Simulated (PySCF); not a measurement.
# C7HN (Cyanopolyynes): the cost of one run

Computed with PySCF 2.14.0, with density-fitted response routines of our own, on a single molecule, in the gas phase or a continuum. Atoms count from 0, in the outputs and in this text.

## (1) Starting geometry

9 atoms, charge 0, multiplicity 1; geometry from: GFN2-xTB. The atoms were then displaced at random by about 0.01 Å, so the start is not that level's minimum.

Bonds of the start (Å): C0–C1 1.18, C1–C2 1.33, C2–C3 1.27, C3–C4 1.30, C4–C5 1.22, C5–C6 1.37, C6–N7 1.16, C0–H8 1.07.

## (2) Relaxing the molecule at PBE0-D3(BJ)/def2-TZVP

What the job is given:

```
{"job": {"xc": "PBE0", "basis": "def2-TZVP", "d3": "d3bj", "grid": 2, "shake": 0.01, "kind": "geom"}, "charge": 0, "multiplicity": 1}
C     -3.689290    -0.253700    -0.897150
C     -2.544450    -0.144740    -0.620760
C     -1.253310    -0.044890    -0.311790
C     -0.017130     0.046880    -0.019140
C      1.243320     0.134190     0.287950
C      2.425300     0.232800     0.583230
C      3.749540     0.324150     0.902610
N      4.872120     0.414960     1.168020
H     -4.728290    -0.299560    -1.126710
```

Command:

```bash
$ OMP_NUM_THREADS=1 python probes_run.py task.json out
```

One launch serves the whole session: the jobs run in the order shown.

Q: Estimate the wall time and peak memory of this first job on 1 thread of Intel Xeon 6975P-C, shared host.

About 3.3 min, with a peak of 1.1 GiB.
